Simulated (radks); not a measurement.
**Be³⁺ in 2p1: an all-electron calculation**

Aim: the levels, the sizes of the orbitals and the parts of the energy of the beryllium ion Be3+.

Program: radks (a radial shooting solver on a logarithmic mesh, Libxc functionals) version 1. Level of theory: scalar-relativistic Kohn-Sham, PBE, spin-polarised, spherical densities, finite nucleus; open shells are filled with parallel spins first. These are calculated values, not measurements, unless marked.

### 1 What is computed

* element: beryllium (Z = 4)
* charge: +3
* electrons: 1
* configuration: 2p1
* nuclear rms radius: 2.519 fm

The outer shells:

Be³⁺
```
2p [↑ ][  ][  ]
```

### 2 The run

Input:

```text
Z 4
configuration 2p1
relativity scalar-relativistic
functional pbe,pbe
spin polarised
nucleus finite rms 2.519 fm
c 137.035999084
```

The run is started by

```sh
python run_ks.py task.json out
```

This one command runs every case of the session in turn.

Q: Predict the outcome of this run.

The runs gave:

| quantity | value |
| --- | --- |
| total energy | -1.99795 hartree |
| exchange-correlation share of it | 18.05 % |
| −T/E | 0.9966 |
| highest occupied level | 2p up, -47.293 eV |
| most extended occupied level | 2p up, <r> = 1.25 bohr |
| radius at density 0.001 e/bohr³ | 2.49 bohr |
| maxima of the radial density | 1 |

**Reading.** 1 principal shells are occupied and 1 maxima appear in the radial density. This is not the tabulated ground configuration, so its levels and sizes aren't those of the ground state, and no measured value stands beside it.
